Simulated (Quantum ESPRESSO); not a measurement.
Runs of Quantum ESPRESSO 7.5 on LaBRh3. The structure is cubic, space group Pm-3m (No. 221). Conventional cell: a = 4.242 Å, b = 4.242 Å, c = 4.242 Å, α = 90.00°, β = 90.00°, γ = 90.00°. Around La (site symmetry m-3m) lie 12 Rh at 3.00 Å. Around Rh (site symmetry 4/mmm) lie 2 B at 2.12 Å. B (site symmetry m-3m) has 6 Rh at 2.12 Å as nearest neighbours. 

| task | level | potentials or basis | form of the LDA correlation | gap on the mesh (eV) | pressure (GPa) | V0 of scaled cells (Å³/atom) | B0 (GPa) |
| --- | --- | --- | --- | --- | --- | --- | --- |
| equation of state | LDA | GBRV 1.5 LDA | PZ81 | - | - | (a) | 201 |
| single point | PBEsol | GBRV 1.5 PBEsol | - | none | -2.0 | - | - |
| equation of state | PBEsol | GBRV 1.5 PBEsol | - | - | - | 15.10 | 187 |
| band structure | PBEsol | GBRV 1.5 PBEsol | - | none | -2.0 | - | - |

Alike in all rows: no spin polarisation; cell as given; k mesh 6 × 6 × 6; cutoff (eV) 612; smearing fermi-dirac 0.05 eV.

**Question.** Estimate the missing entries.

**Answer.** (a) 14.79.

Caveats: some levels on the path didn't converge (some runs); spin-orbit coupling is left out, which moves the levels of the heavy elements (some runs).

A k mesh can miss the band edges, and the runs leave out spin-orbit coupling on La, Rh.

A gap of «none» marks a metal or a gap under the smearing width.
